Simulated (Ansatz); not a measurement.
# ClF2Si: rigid scan of one bond length

How does the energy of ClF2Si change as one bond is stretched? A script is to give a rigid scan of one bond length; the system is ClF2Si.

All numbers are computed with the Python package of Ansatz 0.2.0. Level of theory: MP2/6-31G*.

### Step 1. The system

Bond lengths: F1–Si2 1.605 Å, Si2–F3 1.605 Å, Si2–Cl4 1.995 Å. Angles: F1–Si2–F3 98.8°, F1–Si2–Cl4 110.4°, F3–Si2–Cl4 110.3°.

clf2si.xyz, read by the script:

```xyz
4

F     1.26328    0.09025    0.82581
Si    0.21784   -0.29585   -0.32949
F    -0.82302   -1.13939    0.55420
Cl   -0.65811    1.34499   -1.05051
```

### Step 2. Script

Contents of clf2si.py:

```python
# -*- coding: utf-8 -*-
import ansatz as az
import numpy as np

system = az.Crystal.molecule_from_extxyz("clf2si.xyz")

symbols = [site.symbol for site in system.cartesian_sites]
start = np.array([site.position_ang for site in system.cartesian_sites])
axis = (start[3] - start[1]) / np.linalg.norm(start[3] - start[1])
moving = [3]
lengths, energies = [1.755, 1.835, 1.915, 1.995, 2.075, 2.154, 2.234, 2.354], []
for length in lengths:
    xyz = start.copy()
    xyz[moving] += (length - np.linalg.norm(start[3] - start[1])) * axis
    point = az.Crystal.molecule()
    for symbol, place in zip(symbols, xyz):
        point = point.atom(symbol, place.tolist())
    model = point.calculation().basis(gaussian="6-31G*").correlation("mp2").spin("collinear", total=1)
    summary = model.run().report
    energies.append(summary["free_energy_ev"])
    print(f"r = {length:6.3f} A  E = {energies[-1]:.5f} eV  <S^2> = {abs(summary['mean_field']['state']['spin_squared']):.3f}")

fit = np.polynomial.Polynomial.fit(lengths, np.array(energies) - min(energies), 4).convert()
roots = [r.real for r in fit.deriv().roots() if abs(r.imag) < 1e-9 and fit.deriv(2)(r.real) > 0]
r_e = min(roots, key=lambda r: abs(r - lengths[int(np.argmin(energies))]))
print(f"minimum of the fit at {r_e:.4f} A, force constant {fit.deriv(2)(r_e):.2f} eV/A^2")
```

### Step 3. The calls as engine input

The package turns the script's settings into the engine's input (first run):

```yaml
crystal:
  periodic: [false, false, false]
  atoms:
    - { symbol: F, position_ang: [1.26328, 0.09025, 0.82581] }
    - { symbol: Si, position_ang: [0.21784, -0.29585, -0.32949] }
    - { symbol: F, position_ang: [-0.82302, -1.13939, 0.5542] }
    - { symbol: Cl, position_ang: [-0.5527820141261717, 1.1476883591058709, -0.9638114619844197] }
basis:
  gaussian:
    orbitals: "6-31G*"
magnetization:
  spin_polarized: true
  initial_magnetization: 1.0
correlation:
  method: mp2
```

### Step 4. Running it

Started as:

```
python clf2si.py
```

The log of the run:

```text
r =  1.755 A  E = -25793.72226 eV  <S^2> = 0.752
r =  1.835 A  E = -25794.41317 eV  <S^2> = 0.752
r =  1.915 A  E = -25794.79151 eV  <S^2> = 0.753
r =  1.995 A  E = -25794.94866 eV  <S^2> = 0.753
r =  2.075 A  E = -25794.95098 eV  <S^2> = 0.754
r =  2.154 A  E = -25794.84875 eV  <S^2> = 0.755
r =  2.234 A  E = -25794.67460 eV  <S^2> = 0.758
r =  2.354 A  E = -25794.33464 eV  <S^2> = 0.766
minimum of the fit at 2.0338 A, force constant 20.05 eV/A^2
```

Run time: 18 s. Hardware: 1 thread of AMD EPYC, shared host; peak memory 0.2 GiB.

### Step 5. What changed from run to run

The engine's inputs for some of the other runs:

Run 2, against run 1:

```diff
@@ -7 +7 @@
-    - { symbol: Cl, position_ang: [-0.5527820141261717, 1.1476883591058709, -0.9638114619844197] }
+    - { symbol: Cl, position_ang: [-0.5879100831461682, 1.2134906774696712, -0.9927264004224559] }
```

Run 5, against run 1:

```diff
@@ -7 +7 @@
-    - { symbol: Cl, position_ang: [-0.5527820141261717, 1.1476883591058709, -0.9638114619844197] }
+    - { symbol: Cl, position_ang: [-0.6932942902061575, 1.4108976325610727, -1.0794712157365647] }
```

Run 6, against run 1:

```diff
@@ -7 +7 @@
-    - { symbol: Cl, position_ang: [-0.5527820141261717, 1.1476883591058709, -0.9638114619844197] }
+    - { symbol: Cl, position_ang: [-0.7279832583634039, 1.4758774219453252, -1.1080247174441253] }
```

### Step 6. Run by run

One row for each of the 8 runs:

| run | distance (Å) | energy from run 5 (eV) | <S²> | iterations in all | CPU time (s) |
| --- | --- | --- | --- | --- | --- |
| 1 | 1.75 | 1.2287 | 0.75 | 11 | 1.9 |
| 2 | 1.83 | 0.5378 | 0.75 | 15 | 1.9 |
| 3 | 1.92 | 0.1595 | 0.75 | 15 | 2 |
| 4 | 2.00 | 0.0023 | 0.75 | 15 | 2.1 |
| 5 | 2.08 | 0.0000 | 0.75 | 16 | 2.1 |
| 6 | 2.15 | 0.1022 | 0.76 | 16 | 2 |
| 7 | 2.23 | 0.2764 | 0.76 | 16 | 2.2 |
| 8 | 2.35 | 0.6163 | 0.77 | 14 | 2.1 |

### Step 7. Outcome

| quantity | value |
| --- | --- |
| bond length at the fit's minimum | 2.0338 Å |
| runs compared | 8 |
| range of energy | 1.229 eV |
| lowest point, distance (Å) | 2.08 |

In words: The lowest point, at 2.08, lies inside the range. The ends stand 1.23 and 0.616 eV above it. The distance scanned is the script's pair 1, 3. Notes:
- The rest of the molecule is held rigid at a force-field or estimated start geometry, and the basis set is modest; single-reference methods fail as a bond breaks.
- The species is open-shell (spin multiplicity 2).
